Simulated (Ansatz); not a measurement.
Mg3ZnC:

```
CELL_PARAMETERS angstrom
4.40693 0.00000 0.00000
0.00000 4.40693 0.00000
0.00000 0.00000 4.40693
ATOMIC_POSITIONS crystal
Zn 0.00000 0.00000 0.00000
Mg 0.50000 0.00000 0.50000
Mg 0.50000 0.50000 0.00000
Mg 0.00000 0.50000 0.50000
C 0.50000 0.50000 0.50000
```

The cell comes from a database or a generator and needn't be the stable form of this composition.

Base run:

```yaml
Program: Ansatz 0.2.0
Functional: LDA
Potentials_or_basis: Ansatz PAW
Cutoff: "420 eV (not typed: the program's choice for these potentials)"
k_mesh: 6 × 6 × 6
Occupations: fermi-dirac, width 0.05 eV
Spin: no spin polarisation
```

Its results: band gap on the k mesh none (metal or under the smearing width); pressure -4.3 GPa.

After a change of settings the same cell gave: band gap on the k mesh none (metal or under the smearing width); pressure 1.8 GPa. Which change was it?
A. functional from LDA to PBE
B. functional from LDA to PBEsol
C. functional from LDA to RPBE
D. functional from LDA to r2SCAN; cutoff from 420 eV (not typed: the program's choice for these potentials) to 500 eV (not typed: the program's choice for these potentials)

C.

RPBE binds less tightly than LDA, so the same cell stands under more pressure.

Caveats: the PAW data sets come from PBE, with cores solved anew for the run's functional, which leaves a small shift of forces and pressure; the density of states is complete only up to the lowest level of the last band computed.
